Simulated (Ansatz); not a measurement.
Runs of Ansatz 0.2.0 on Ta4O. The structure is tetragonal, space group P4/mmm (No. 123). The conventional cell has a = 3.257 Å, b = 3.257 Å, c = 7.409 Å, α = 90.00°, β = 90.00°, γ = 90.00°. Ta (site symmetry 4/mmm) is surrounded by 8 Ta at 2.81 Å. Ta (site symmetry 4mm) has 1 O at 2.10 Å as nearest neighbours. Ta (site symmetry 4/mmm) has 4 O at 2.30 Å as nearest neighbours. O (site symmetry 4/mmm) is surrounded by 6 Ta at 2.10 to 2.30 Å. The cell comes from a database or a generator and needn't be the stable form of this composition.

```csv
U,gap on the mesh (eV),pressure (GPa),largest force (eV/Å)
Ta d U = 5 eV,none,-2.6,(a)
Ta d U = 4 eV,none,-4.1,0.56
Ta d U = 8 eV,none,12.4,0.58
Ta d U = 6 eV,none,(b),0.92
Ta d U = 3 eV,none,-5.3,0.40
```

Alike in all rows: task band structure; level PBEsol+U; potentials or basis Ansatz PAW; no spin polarisation; cell as given; k mesh 8 × 8 × 4; cutoff (eV) 420; smearing fermi-dirac 0.05 eV.

Problem. Estimate the missing entries.

Solution. (a) 0.74; (b) -0.4.

Caveats: spin-orbit coupling is left out, which moves the levels of the heavy elements; U without spin polarisation on a metal has little footing; the PAW data sets come from PBE, with cores solved anew for the run's functional, which leaves a small shift of forces and pressure.

A k mesh can miss the band edges, and the runs leave out spin-orbit coupling on Ta.

A gap of «none» marks a metal or a gap under the smearing width.
